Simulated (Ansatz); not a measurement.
# C₃H₇B₂Cl: a ladder of functionals and wavefunction methods

Aim: compute C₃H₇B₂Cl with functionals from several rungs and with coupled cluster, and see how far each lands from CCSD(T) at the basis-set limit for the atomisation energy.

Method: functionals in def2-TZVPP, the program's frozen cores in correlated methods; program: Ansatz 0.2.0, Gaussian basis.

Plan: PBE-D4, r2SCAN-D4, PBE0-D4, B3LYP-D4, ωB97X-V, ωB97M-V, B2PLYP; CCSD(T)/def2-TZVPP; MP2/def2-QZVPP; extrapolation to the limit.

## (1) The geometry

All runs share one geometry, relaxed beforehand with PBE0-D4 in a triple-zeta def2 set.

SMILES `CB1CB1CCl`, 13 atoms, charge 0, spin multiplicity 1.

Atoms are counted from 1 here; the program's logs count them from 0.

Bond lengths: C1–B2 1.557 Å, C1–H7 1.095 Å, C1–H8 1.091 Å, C1–H9 1.094 Å, B2–C3 1.632 Å, B2–B4 1.542 Å, C3–B4 1.466 Å, C3–H10 1.127 Å, C3–H11 1.088 Å, B4–C5 1.555 Å, C5–Cl6 1.795 Å, C5–H12 1.091 Å, C5–H13 1.091 Å. Angles: B2–C1–H7 111.3°, B2–C1–H8 109.9°, B2–C1–H9 112.7°, H7–C1–H8 107.5°, H7–C1–H9 107.3°, H8–C1–H9 108.0°, C1–B2–C3 136.2°, C1–B2–B4 168.8°, C3–B2–B4 54.9°, B2–C3–B4 59.4°, B2–C3–H10 62.6°, B2–C3–H11 164.3°, B4–C3–H10 121.9°, B4–C3–H11 136.2°, H10–C3–H11 101.9°, B2–B4–C3 65.6°, B2–B4–C5 160.4°, C3–B4–C5 133.9° and more.

## (2) PBE-D4 (GGA)

in.yaml

```yaml
crystal:
  periodic: [false, false, false]
  atoms:
    - {symbol: C, position_ang: [-0.247716, -2.140294, 0.788662]}
    - {symbol: B, position_ang: [-0.020567, -0.707427, 0.223029]}
    - {symbol: C, position_ang: [1.109274, 0.031709, -0.693328]}
    - {symbol: B, position_ang: [-0.059115, 0.772994, -0.207759]}
    - {symbol: C, position_ang: [-0.527927, 2.249803, -0.334663]}
    - {symbol: Cl, position_ang: [-2.053356, 2.619601, 0.536697]}
    - {symbol: H, position_ang: [-0.436766, -2.859776, -0.014753]}
    - {symbol: H, position_ang: [-1.118666, -2.145685, 1.445505]}
    - {symbol: H, position_ang: [0.609152, -2.509054, 1.360438]}
    - {symbol: H, position_ang: [1.243984, -1.068844, -0.489955]}
    - {symbol: H, position_ang: [1.998625, 0.262021, -1.276804]}
    - {symbol: H, position_ang: [0.222171, 2.939665, 0.055885]}
    - {symbol: H, position_ang: [-0.698691, 2.520487, -1.378155]}
basis:
  gaussian: {orbitals: def2-TZVPP}
hamiltonian: {xc: pbe, dispersion: d4}
output: {forces: true, orbitals: {seedname: orbitals}}
```

On the command line:

```sh
$ ansatz run in.yaml --threads 4 --pin off --events-out ev --progress --plain --max-ram 10444MiB
```

Further steps of the session: r2SCAN-D4 (meta-GGA); PBE0-D4 (hybrid); B3LYP-D4 (hybrid); ωB97X-V (range-separated); ωB97M-V (range-separated); B2PLYP (double hybrid); CCSD(T) in def2-TZVPP; MP2 in def2-QZVPP.

Before running them: what should the planned runs give, taken together? Wanted: atomisation energy, CCSD(T)/CBS; farthest; mean size of error, hybrid; mean size of error, range-separated; gap, smallest and largest; T1 diagnostic; triples share of the correlation energy.

**Answer**, as computed:

| quantity | value |
| --- | --- |
| atomisation energy, CCSD(T)/CBS | 4964.4 kJ/mol |
| functionals within 24.8 kJ/mol (0.5 %) | B2PLYP |
| farthest | PBE-D4 (+174.7 kJ/mol) |
| mean size of error, hybrid | 67.1 kJ/mol |
| mean size of error, range-separated | 44.2 kJ/mol |
| gap, smallest and largest | 4.44 eV (PBE-D4), 11.22 eV (ωB97X-V) |
| T1 diagnostic | 0.0108 |
| triples share of the correlation energy | 4.4 % |

What this shows: PBE-D4 is off by +174.7 kJ/mol. Double hybrids carry the basis error of their MP2 part in triple zeta, and no dispersion term here, so their miss is partly the set-up's. The reference freezes the cores and leaves out relativity and excitations past (T), so misses under about 24.8 kJ/mol can't be ranked. Hartree-Fock recovers 76 % of the binding; the rest is correlation. Orbital gaps span 4.4 to 11.2 eV; exact exchange widens them.
